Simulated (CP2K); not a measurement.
The system is K2CuBr2F2.

```
CELL_PARAMETERS angstrom
5.02931 0.00000 0.00000
0.00000 5.02931 0.00000
0.00000 0.00000 6.63486
ATOMIC_POSITIONS crystal
Br 0.50000 0.00000 0.00000
Br 0.00000 0.50000 0.00000
Cu 0.00000 0.00000 0.00000
K 0.50000 0.00000 0.50000
K 0.00000 0.50000 0.50000
F 0.50000 0.50000 0.50000
F 0.00000 0.00000 0.50000
```

The cell comes from a database or a generator and needn't be the stable form of this composition.

Base run:

- Program: CP2K 2026.2
- Functional: PBEsol
- Potentials or basis: POTENTIAL_UZH Br GTH-PBE-q7, Cu GTH-PBE-q11, K GTH-PBE-q9, F GTH-PBE-q7; TZVP-MOLOPT-PBE-GTH basis
- Density cutoff: 10204 eV
- k mesh: 5 × 5 × 4
- Occupations: gaussian, width 0.02 eV
- Spin: no spin polarisation

Its results: band gap on the k mesh none (metal or under the smearing width); pressure -0.9 GPa.

The run is repeated on the same cell with these changes: functional from PBEsol to PBE; occupations from gaussian, width 0.02 eV to gaussian, width 0.1 eV. What comes out?

Band gap on the k mesh none (metal or under the smearing width); pressure 1.1 GPa.

Caveats: the basis of atomic orbitals isn't converged, which shifts pressures, moduli and gaps; an odd number of electrons without spin polarisation forces a metal; a magnetic or distorted state may lie lower; the run has no spin polarisation, though such a crystal can be magnetic; semilocal functionals often make such compounds metallic where correlation or magnetic order opens a gap, which also shifts bond lengths; the potentials were made for another functional, which shifts forces and pressure (some runs).
